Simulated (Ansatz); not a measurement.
# Li: LAPW beside PAW

Does the method matter for Li? The same cell, functional and mesh are run with LAPW, all electrons, PAW with frozen cores and all-electron PAW on datasets made for the crystal.

This is Li in the fcc structure; at room conditions it is bcc.

Program: Ansatz 0.2.0. Level of theory: DFT LDA, scalar-relativistic. These are calculated values, not measurements.

## Step 1: Starting point

The structure is cubic, space group Fm-3m (No. 225). The conventional cell has a = 4.404 Å, b = 4.404 Å, c = 4.404 Å, α = 90.00°, β = 90.00°, γ = 90.00°. Around Li (site symmetry m-3m) lie 12 Li at 3.11 Å.

Structure file:

```xyz
1
Lattice="0.0000 2.2020 2.2020 2.2020 0.0000 2.2020 2.2020 2.2020 0.0000" Properties=species:S:1:pos:R:3 pbc="T T T"
Li    0.0000    0.0000    0.0000
```

The structure is an experimental refinement, used without relaxation.

## Step 2: LAPW, all electrons

input.yaml reads:

```yaml
crystal:
  lattice:
    - [0.0, 2.202, 2.202]
    - [2.202, 0.0, 2.202]
    - [2.202, 2.202, 0.0]
  atoms:
    - { symbol: Li, position: [0.0, 0.0, 0.0] }
kpoints:
  mp_grid: { grid: [16, 16, 16] }
  band_path:
    path:
      - [0.0, 0.0, 0.0]
      - [0.5, 0.0, 0.5]
      - [0.625, 0.25, 0.625]
      - [0.375, 0.375, 0.75]
      - [0.0, 0.0, 0.0]
      - [0.5, 0.5, 0.5]
      - [0.5, 0.25, 0.75]
      - [0.5, 0.0, 0.5]
    npoints: 14
scf:
  occupations: { method: fermi_dirac, width: 0.05 }
hamiltonian:
  xc: lda
  pseudopotentials: { kind: all_electron, lapw: { basis_error: 0.0005 } }
output:
  forces: true
  stress: true
  eigenvalues: true
  populations: true
  dos: { projected: true, de: 0.2, e_range: [-14, 8] }
```

Started as:

```
ansatz run input.yaml --threads 1 --pin off --max-ram 3072MiB --backend cpu --events-out ev --progress --plain --runs-dir out
```

## Step 3: PAW with frozen cores

Changes to input.yaml since step 2:

```diff
@@ -24,3 +24,3 @@
   xc: lda
-  pseudopotentials: { kind: all_electron, lapw: { basis_error: 0.0005 } }
+  pseudopotentials: { kind: paw }
 output:
@@ -29,3 +29,9 @@
   eigenvalues: true
+  efg: { contact_densities: true }
   populations: true
+  bader: true
   dos: { projected: true, de: 0.2, e_range: [-14, 8] }
+  write_density: true
+  write_potential: true
+  elf: true
+  volumetric_format: npy
```

## Step 4: All-electron PAW on datasets made for the crystal

Changes to input.yaml since step 3:

```diff
@@ -19,3 +19,3 @@
       - [0.5, 0.0, 0.5]
-    npoints: 14
+    npoints: 8
 scf:
@@ -24,3 +24,3 @@
   xc: lda
-  pseudopotentials: { kind: paw }
+  pseudopotentials: { kind: all_electron, datasets: crystal }
 output:
@@ -30,8 +30 @@
   efg: { contact_densities: true }
-  populations: true
-  bader: true
-  dos: { projected: true, de: 0.2, e_range: [-14, 8] }
-  write_density: true
-  write_potential: true
-  elf: true
-  volumetric_format: npy
```

(Steps that only read results are left out.)

Q: Predict the outcome of this session. Wanted: pressure; gap; highest ELF.

As calculated:

| quantity | value |
| --- | --- |
| pressure | LAPW -1.47, PAW -1.47, crystal datasets -1.47 GPa |
| gap (LAPW) | none |
| highest ELF (PAW) | 0.69, 2.20 Å from Li |

**Reading.** The pressure of -1.5 GPa pushes the cell to shrink, with the atoms held in place. With 3 electrons in the bands of a cell, and no spin, a band must be partly filled: it is a metal at this level. Within 0.3 eV of the Fermi level the largest projected share is Li 2s (100 %). The projection holds only the free atom's occupied shells (Li 2s in this range). The rest lies in shells not listed and outside the spheres or projectors. In pressure, PAW differs from LAPW by less than 0.01 GPa.
